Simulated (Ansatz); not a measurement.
Consider relaxations under a series of pressures of ZrCd, space group P4/nmm (Ansatz 0.2.0 through its Python package).

`compress_zrcd.py`:
```python
"""Volume and enthalpy of ZrCd against pressure."""

import ansatz as az
import numpy as np
import pandas as pd

def edges_and_angles(cell):
    cell = np.asarray(cell)
    a, b, c = np.linalg.norm(cell, axis=1)
    cosines = cell[1] @ cell[2] / (b * c), cell[0] @ cell[2] / (a * c), cell[0] @ cell[1] / (a * b)
    return (a, b, c, *np.degrees(np.arccos(cosines)))

system = (
    az.Lattice.from_parameters(3.102846, 3.102846, 9.073316, alpha=90.0, beta=90.0, gamma=90.0)
    .atom("Zr", (0.0, 0.5, 0.873544))
    .atom("Zr", (0.5, 0.0, 0.126456))
    .atom("Cd", (0.0, 0.5, 0.381166))
    .atom("Cd", (0.5, 0.0, 0.618834))
)

calculation = (
    system.calculation()
    .functional("r2scan")
    .kpoints(6, 6, 2)
    .occupations("gaussian", width=300 * az.meV)
    .scf(max_iterations=100)
)

# H = F + PV, with 1 GPa A^3 = 1/160.21766 eV
rows = []
for pressure in [0, 5, 10, 20]:
    out = calculation.relax(cell=True, pressure=pressure).run(threads=1)
    cell = out.lattice.cell_ang
    n_atoms = len(out.lattice.sites)
    volume = abs(np.linalg.det(cell)) / n_atoms
    enthalpy = out.report["free_energy_ev"] / n_atoms + pressure * volume / 160.21766
    rows.append((pressure, volume, enthalpy, *edges_and_angles(cell)))
    print(f"{pressure} GPa done: {volume:.4f} A^3/atom")

table = pd.DataFrame(rows, columns=["P_GPa", "V_A3_atom", "H_eV_atom", "a", "b", "c", "alpha", "beta", "gamma"])
print(table.round(4).to_string(index=False))
p, v = np.array([row[0] for row in rows], float), np.array([row[1] for row in rows])
print("mean bulk modulus between rows (GPa):", np.round(-np.diff(p) / np.diff(np.log(v)), 1))
```

How far does the cell shrink over this series of pressures, and what bulk modulus does the first step imply?

The volume falls from 21.89 Å³ an atom at 0 GPa to 18.47 at 20 GPa, by 15.6 %. Between 0 and 5 GPa, -V dP/dV is about 98 GPa, a mean over that step.

What the script printed:

Running `python compress_zrcd.py` prints:
```text
DeckWarning: basis.ecutwfc = 500 eV, auto-derived from the records' recommended cutoffs: set by Zr (their level for a meta-GGA)
0 GPa done: 21.8905 A^3/atom
5 GPa done: 20.8037 A^3/atom
10 GPa done: 19.8525 A^3/atom
20 GPa done: 18.4682 A^3/atom
 P_GPa  V_A3_atom  H_eV_atom      a      b      c  alpha  beta  gamma
     0    21.8905 -6231.7512 3.1970 3.1970 8.5672   90.0  90.0   90.0
     5    20.8037 -6231.0859 3.1378 3.1378 8.4521   90.0  90.0   90.0
    10    19.8525 -6230.4500 2.9986 2.9986 8.8317   90.0  90.0   90.0
    20    18.4682 -6229.2566 2.9025 2.9025 8.7689   90.0  90.0   90.0
mean bulk modulus between rows (GPa): [ 98.2 106.8 138.3]
```
(Warnings from the package without file and line.)

Caveats:
- These settings explore the input space; cutoff and mesh may be short of convergence.
- Spin is left out of this run.
- At a fixed pressure a relaxation lowers the enthalpy F + PV, while F alone can rise.
- The mesh is modest for a metal, so energies can be off by several to tens of meV an atom and pressures by half a GPa or more; differences at equal mesh fare better.
- The free energy holds a sizeable smearing term, which stands for no physical temperature.
- This cell is a computed structure, which may not be the phase found in nature.
- Symmetry holds the cell in this phase, whether or not it is the stable one at each pressure.
- Finished in 4.2 min on 1 thread of Arm Neoverse V2, with other jobs on the host, peak memory 0.71 GiB.
